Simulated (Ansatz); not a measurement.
**CH3Br (SMILES CBr): one structure at several levels**

One table from this session's results is given with a row withheld; the runs are named, their logs left out.

Computed with Ansatz 0.2.0, Gaussian basis. Level: single points in def2-TZVPP.

Correlated methods freeze the cores. Filled d shells of the heavier atoms are correlated. B3LYP uses VWN-RPA correlation.

## The starting structure

SMILES `CBr`, 5 atoms, charge 0, spin multiplicity 1.

Atoms are counted from 1 here; the program's logs count them from 0.

Bond lengths: C1–Br2 1.894 Å, C1–H3 1.061 Å, C1–H4 1.108 Å, C1–H5 1.051 Å. Angles: Br2–C1–H3 109.1°, Br2–C1–H4 107.1°, Br2–C1–H5 109.6°, H3–C1–H4 108.2°, H3–C1–H5 110.0°, H4–C1–H5 112.9°.

Coordinates:

```mol
CH3Br
  3D, bonds by distance, orders not assigned

  5  4  0  0  0  0  0  0  0  0999 V2000
   -0.1054    0.1235    0.0621 C   0  0
    0.9857   -1.1491   -0.8203 Br  0  0
    0.4890    0.9585    0.3378 H   0  0
   -0.4794   -0.3551    0.9883 H   0  0
   -0.8787    0.4302   -0.5807 H   0  0
  1  2  8  0
  1  3  8  0
  1  4  8  0
  1  5  8  0
M  END
```

The first run:

The input, run/in.yaml:

```yaml
crystal:
  periodic: [false, false, false]
  atoms:
    - {symbol: C, position_ang: [-0.105400, 0.123500, 0.062100]}
    - {symbol: Br, position_ang: [0.985700, -1.149100, -0.820300]}
    - {symbol: H, position_ang: [0.489000, 0.958500, 0.337800]}
    - {symbol: H, position_ang: [-0.479400, -0.355100, 0.988300]}
    - {symbol: H, position_ang: [-0.878700, 0.430200, -0.580700]}
basis:
  gaussian: {orbitals: def2-TZVPP}
correlation: {method: ccsd_t}
output: {forces: true}
```

The command line of these runs was not kept.

Steps of the session up to this table: CCSD(T)/def2-TZVPP; PBE0-D4/def2-TZVPP; wB97M-V/def2-TZVPP; r2SCAN-D4/def2-TZVPP; PBE-D4/def2-TZVPP; B3LYP-D4/def2-TZVPP; LC-wPBE/def2-TZVPP.

One of the session's tables, all rows but one given; the rest of the session is left out.

| method | RMS force component (eV/Å) | angle to CCSD(T) forces (°) | dipole (D) |
| --- | --- | --- | --- |
| CCSD(T) | 0.694 | reference | 1.79 |
| PBE0-D4 | 0.686 | 4.8 | 1.86 |
| wB97M-V | ? | ? | ? |
| r2SCAN-D4 | 0.704 | 2.1 | 1.89 |
| PBE-D4 | 0.752 | 9.6 | 1.78 |
| B3LYP-D4 | 0.722 | 7.4 | 1.83 |
| LC-wPBE | 0.670 | 14.7 | 1.86 |

Q: Estimate the row for wB97M-V from the others.

**Answer.** RMS force component (eV/Å): 0.678; angle to CCSD(T) forces (°): 2.5; dipole (D): 1.83. In the column «RMS force component (eV/Å)» it lies between LC-wPBE (0.670) and PBE0-D4 (0.686).
